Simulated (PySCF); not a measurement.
**C₃H₃BO₃: geometry, spin-spin couplings**

Wanted: the spin-spin couplings of C₃H₃BO₃ (`O=CC#CB(O)O`), by calculation.

The runs use PySCF 2.14.0, with density-fitted response routines of our own; the level of theory stands in each step. All values are computed, except where a source is named. Atoms count from 0, in the outputs and in this text.

## 1. The starting structure

10 atoms, charge 0, multiplicity 1; geometry from: GFN2-xTB. The atoms were then displaced at random by about 0.01 Å, so the start is not that level's minimum.

Bonds of the start (Å): O0–C1 1.20, C1–C2 1.41, C2–C3 1.26, C3–B4 1.50, B4–O5 1.34, B4–O6 1.36, C1–H7 1.11, O5–H8 0.96, O6–H9 0.95.

## 2. Relaxing the molecule at PBE0-D3(BJ)/def2-SVP

What the job is given:

```
{"job": {"xc": "PBE0", "basis": "def2-SVP", "d3": "d3bj", "grid": 1, "shake": 0.01, "kind": "geom"}, "charge": 0, "multiplicity": 1}
O     -3.521880    -0.948190    -0.331090
C     -2.756360    -0.353930    -1.037080
C     -1.379890    -0.181050    -0.776670
C     -0.144550    -0.023530    -0.561910
B      1.318840     0.158250    -0.296180
O      2.155520    -0.785100    -0.747950
O      1.700010     1.272520     0.391210
H     -3.034310     0.124200    -2.001700
H      3.093310    -0.673860    -0.556520
H      2.619750     1.389750     0.585810
```

The run is started by

```bash
OMP_NUM_THREADS=1 python probes_run.py task.json out
```

The driver reads the jobs from task.json and runs them one after another.

**Question.** This job is followed by: B3LYP/6-31G* indirect spin-spin coupling, non-relativistic, gas phase. What will the session give for the following? rotational constants (main isotopes); largest coupling of the table (B3LYP/6-31G*).

**Answer**, as computed:

| quantity | value |
| --- | --- |
| rotational constants (main isotopes) | 8.56, 1.01, 0.93 GHz |
| largest coupling of the table (B3LYP/6-31G*) | 1J(C,H) C1–H7, 194.0 Hz |

What this shows: The optimisation took 13 steps and gained 0.182 eV; among the close pairs (by a distance rule), C3–B4 changed most, from 1.498 to 1.544 Å. In the run at B3LYP/6-31G*, the largest coupling of the table is C1–H7, 194.0 Hz, of which the Fermi-contact term gives 193.7 Hz. Couplings from bases without tight functions are rough.
